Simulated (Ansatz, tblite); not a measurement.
**The cluster YSi6: one state, many levels**

The task here is to estimate one member of a computed series from the others.

Method: as each input shows; program: Ansatz 0.2.0, Gaussian basis.

Plan: GFN1-xTB, GFN2-xTB, PBE-D4/def2-TZVP, r2SCAN-D4/def2-TZVP, BHLYP-D4/def2-TZVP, BLYP-D4/def2-TZVP, LC-ωPBE(0.10)/def2-SVP, LC-ωPBE(0.15)/def2-SVP, LC-ωPBE(0.20)/def2-SVP, LC-ωPBE(0.30)/def2-SVP, PBE-D4/def2-SVP, PBE0-D4/def2-SVP, PBE0-D4/def2-TZVPD, PBE-D4/def2-TZVPD, r2SCAN-D4/def2-TZVPD, CCSD(T)/def2-SVP, MP2/def2-TZVP, RPA/def2-TZVP.

4 further runs of the same task are left out: 4 set aside as unsound or not needed. Runs told in other sessions of the task aren't counted.

### The relaxed structure

The geometry is that of the doublet, from an earlier relaxation (PBE-D4/def2-SVP). At that level it is the lowest of the isomers that a small search found.

7 atoms, charge 0, spin multiplicity 2.

Bond lengths: Y1–Si2 3.540 Å, Y1–Si3 2.744 Å, Y1–Si4 2.754 Å, Y1–Si6 2.744 Å, Y1–Si7 2.754 Å, Si2–Si3 2.510 Å, Si2–Si4 2.371 Å, Si2–Si5 2.377 Å, Si2–Si6 2.510 Å, Si2–Si7 2.371 Å, Si3–Si5 2.454 Å, Si3–Si6 2.510 Å, Si5–Si6 2.454 Å. Angles: Si2–Y1–Si3 44.9°, Si2–Y1–Si4 42.0°, Si2–Y1–Si6 44.9°, Si2–Y1–Si7 42.0°, Si3–Y1–Si4 57.3°, Si3–Y1–Si6 54.4°, Si3–Y1–Si7 86.4°, Si4–Y1–Si6 86.4°, Si4–Y1–Si7 62.9°, Si6–Y1–Si7 57.3°, Y1–Si2–Si3 50.5°, Y1–Si2–Si4 51.0°, Y1–Si2–Si5 97.8°, Y1–Si2–Si6 50.5°, Y1–Si2–Si7 51.0°, Si3–Si2–Si4 65.3°, Si3–Si2–Si5 60.2°, Si3–Si2–Si6 60.0° and more.

Y takes a core potential in the def2 sets. No spin-orbit coupling is included.

PBE0-D4/def2-TZVP was run before; its log isn't repeated, and its numbers join the tables.

Set-up of the first run:

Tight binding, by tblite at 300 K electronic temperature and without a spin-polarisation term:

```python
tblite.interface.Calculator('GFN1-xTB', numbers, positions, charge=0, uhf=1).singlepoint()
```

Tight binding, by tblite at 300 K electronic temperature and without a spin-polarisation term:

```python
tblite.interface.Calculator('GFN2-xTB', numbers, positions, charge=0, uhf=1).singlepoint()
```

start.molden holds the orbitals of an earlier run on this state, given as this run's starting guess.

The input, in.yaml:

```yaml
crystal:
  periodic: [false, false, false]
  atoms:
    - {symbol: Y, position_ang: [-1.497265, 1.163153, 1.190944]}
    - {symbol: Si, position_ang: [0.901682, -1.073820, -0.140225]}
    - {symbol: Si, position_ang: [0.770020, 1.425235, -0.332421]}
    - {symbol: Si, position_ang: [0.924986, 0.081031, 1.929950]}
    - {symbol: Si, position_ang: [1.163050, -0.037780, -2.263056]}
    - {symbol: Si, position_ang: [-1.074898, -0.003202, -1.256729]}
    - {symbol: Si, position_ang: [-1.187575, -1.554647, 0.871537]}
basis:
  gaussian: {orbitals: def2-TZVP, initial_orbitals: start.molden}
magnetization: {spin_polarized: true, initial_magnetization: 1}
hamiltonian: {xc: pbe, dispersion: d4}
scf: {omitted_lower_state_checks: [starts]}
output: {orbitals: {seedname: orbitals}}
```

The run is started by

```
$ ansatz run in.yaml --threads 4 --pin off --events-out ev --progress --plain --max-ram 8704MiB
```

Steps of the session up to this table: PBE-D4/def2-TZVP; r2SCAN-D4/def2-TZVP; BHLYP-D4/def2-TZVP; BLYP-D4/def2-TZVP; LC-ωPBE(0.10)/def2-SVP; LC-ωPBE(0.15)/def2-SVP; LC-ωPBE(0.20)/def2-SVP; LC-ωPBE(0.30)/def2-SVP; PBE-D4/def2-SVP; PBE0-D4/def2-SVP; PBE0-D4/def2-TZVPD; PBE-D4/def2-TZVPD; r2SCAN-D4/def2-TZVPD; CCSD(T)/def2-SVP; MP2/def2-TZVP; RPA/def2-TZVP.

One table of the session follows, with a row left open; its other results are not shown here.

```
                 level  HOMO (eV)  LUMO (eV)  gap (eV)
       PBE-D4/def2-SVP      -4.41      -4.04      0.38
      PBE-D4/def2-TZVP      -4.32      -3.92      0.40
     PBE-D4/def2-TZVPD      -4.33      -3.93      0.40
     BLYP-D4/def2-TZVP      -4.13      -3.74      0.38
   r2SCAN-D4/def2-TZVP      -4.39      -3.82      0.58
  r2SCAN-D4/def2-TZVPD          ?          ?         ?
      PBE0-D4/def2-SVP      -5.06      -3.40      1.66
     PBE0-D4/def2-TZVP      -4.95      -3.25      1.70
    PBE0-D4/def2-TZVPD      -4.95      -3.25      1.70
    BHLYP-D4/def2-TZVP      -5.40      -2.41      2.99
LC-ωPBE(0.10)/def2-SVP      -5.73      -2.70      3.03
LC-ωPBE(0.15)/def2-SVP      -6.13      -2.27      3.85
LC-ωPBE(0.20)/def2-SVP      -6.39      -2.00      4.40
LC-ωPBE(0.30)/def2-SVP      -6.71      -1.70      5.01
```

Estimate the missing values for r2SCAN-D4/def2-TZVPD.

As computed: HOMO (eV): -4.39; LUMO (eV): -3.81; gap (eV): 0.58.

To keep in mind: Notes on CCSD(T)/def2-SVP: spin contamination.
